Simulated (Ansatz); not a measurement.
# CH₈GeSSi: one species, many methods

How much do the methods differ for CH₈GeSSi? The plan is to run it at one geometry with functionals of several rungs and with coupled cluster, and see how far each lands from CCSD(T) at the basis-set limit for the atomisation energy.

Method: functionals in def2-TZVPP, the program's frozen cores in correlated methods; program: Ansatz 0.2.0, Gaussian basis.

The runs, in order: LDA (SPW92), PBE-D4, revPBE-D4, BLYP-D4, r2SCAN-D4, B97M-V, PBE0-D4, B3LYP-D4, r2SCANh-D4, r2SCAN0-D4, HSE06-D4, BHLYP-D4, CAM-B3LYP-D4, LC-ωPBE, ωB97X-V, ωB97M-V, B2PLYP, PBE-QIDH; CCSD(T)/def2-SVP; CCSD(T)/def2-TZVPP; MP2/def2-QZVPP; extrapolation to the limit; RPA on PBE.

## 1. Structure used throughout

An earlier PBE0-D4 in a triple-zeta def2 set relaxation fixed the geometry.

12 atoms, charge 0, spin multiplicity 1.

Atoms are counted from 1 here; the program's logs count them from 0.

Bond lengths: Si1–Ge2 2.381 Å, Si1–H5 1.487 Å, Si1–H6 1.488 Å, Si1–H7 1.484 Å, Ge2–C3 1.969 Å, Ge2–H8 1.543 Å, Ge2–H9 1.544 Å, C3–S4 1.808 Å, C3–H10 1.091 Å, C3–H11 1.092 Å, S4–H12 1.343 Å. Angles: Ge2–Si1–H5 109.1°, Ge2–Si1–H6 109.9°, Ge2–Si1–H7 111.1°, H5–Si1–H6 108.7°, H5–Si1–H7 109.4°, H6–Si1–H7 108.6°, Si1–Ge2–C3 108.4°, Si1–Ge2–H8 110.9°, Si1–Ge2–H9 112.3°, C3–Ge2–H8 107.3°, C3–Ge2–H9 110.0°, H8–Ge2–H9 107.9°, Ge2–C3–S4 111.6°, Ge2–C3–H10 112.0°, Ge2–C3–H11 108.6°, S4–C3–H10 111.1°, S4–C3–H11 105.3°, H10–C3–H11 107.8° and more.

As a file:

```
Si   -1.3068    1.3800   -0.4185
Ge    0.0709    0.0844    1.0280
C     1.4422   -0.8150   -0.0618
S     0.7082   -1.7006   -1.4567
H    -0.4503    2.0527   -1.4312
H    -2.0258    2.4210    0.3650
H    -2.3086    0.5289   -1.1081
H    -0.7514   -1.0167    1.7296
H     0.7432    0.9434    2.1204
H     2.0707   -1.4756    0.5365
H     2.0862   -0.0554   -0.5087
H    -0.2016   -2.4021   -0.7604
```

## 2. LDA

This LDA is Slater exchange with PW92 correlation.

File in.yaml:

```yaml
crystal:
  periodic: [false, false, false]
  atoms:
    - {symbol: Si, position_ang: [-1.306817, 1.380008, -0.418503]}
    - {symbol: Ge, position_ang: [0.070923, 0.084362, 1.028008]}
    - {symbol: C, position_ang: [1.442182, -0.814993, -0.061786]}
    - {symbol: S, position_ang: [0.708232, -1.700580, -1.456662]}
    - {symbol: H, position_ang: [-0.450346, 2.052703, -1.431229]}
    - {symbol: H, position_ang: [-2.025786, 2.420963, 0.364957]}
    - {symbol: H, position_ang: [-2.308569, 0.528887, -1.108100]}
    - {symbol: H, position_ang: [-0.751447, -1.016686, 1.729645]}
    - {symbol: H, position_ang: [0.743240, 0.943407, 2.120387]}
    - {symbol: H, position_ang: [2.070747, -1.475563, 0.536463]}
    - {symbol: H, position_ang: [2.086241, -0.055435, -0.508737]}
    - {symbol: H, position_ang: [-0.201600, -2.402074, -0.760443]}
basis:
  gaussian: {orbitals: def2-TZVPP}
hamiltonian: {xc: lda}
output: {orbitals: {seedname: orbitals}}
```

After this run come: PBE-D4 (GGA); revPBE-D4 (GGA); BLYP-D4 (GGA); r2SCAN-D4 (meta-GGA); B97M-V (meta-GGA); PBE0-D4 (hybrid); B3LYP-D4 (hybrid); r2SCANh-D4 (hybrid); r2SCAN0-D4 (hybrid); HSE06-D4 (hybrid); BHLYP-D4 (hybrid); CAM-B3LYP-D4 (range-separated); LC-ωPBE (range-separated); ωB97X-V (range-separated); ωB97M-V (range-separated); B2PLYP (double hybrid); PBE-QIDH (double hybrid); CCSD(T) in def2-SVP; CCSD(T) in def2-TZVPP; MP2 in def2-QZVPP; RPA on PBE orbitals.

**Question.** What will the summary of the whole plan be? Wanted: atomisation energy, CCSD(T)/CBS; farthest beyond LDA; mean size of error, GGA; mean size of error, meta-GGA; mean size of error, hybrid; mean size of error, range-separated; mean size of error, double hybrid; gap, smallest and largest; T1 diagnostic.

The runs gave:

| quantity | value |
| --- | --- |
| atomisation energy, CCSD(T)/CBS | 3646.2 kJ/mol |
| functionals within 36.5 kJ/mol (1.0 %) | PBE-D4, r2SCAN-D4, B97M-V, PBE0-D4, B3LYP-D4, r2SCANh-D4, HSE06-D4, CAM-B3LYP-D4, ωB97X-V, ωB97M-V |
| farthest beyond LDA | BHLYP-D4 (-78.7 kJ/mol) |
| mean size of error, GGA | 52.5 kJ/mol |
| mean size of error, meta-GGA | 13.4 kJ/mol |
| mean size of error, hybrid | 38.6 kJ/mol |
| mean size of error, range-separated | 27.4 kJ/mol |
| mean size of error, double hybrid | 59.3 kJ/mol |
| gap, smallest and largest | 4.56 eV (LDA (SPW92)), 11.55 eV (LC-ωPBE) |
| T1 diagnostic | 0.0115 |
| triples share of the correlation energy | 3.8 % |

What this shows: LDA overbinds by 436.7 kJ/mol (12 %). PBE-D4 is off by -15.6 kJ/mol. Double hybrids carry the basis error of their MP2 part in triple zeta, and no dispersion term here, so their miss is partly the set-up's. The rungs meta-GGA, range-separated miss on average by less than the doubt on the reference (36.5 kJ/mol), so they tie. Misses under about 36.5 kJ/mol are within the doubt on the reference itself, which lacks core-valence correlation, relativity and higher excitations, and its outer-core shells are covered unevenly. Hartree-Fock recovers 73 % of the binding; the rest is correlation. CCSD(T) in def2-SVP is off by -239.2 kJ/mol, more than most functionals: a good method in a small basis is no reference. Orbital gaps span 4.6 to 11.5 eV; exact exchange widens them. Correlated methods include outer-core shells of Ge, which these sets cover unevenly.
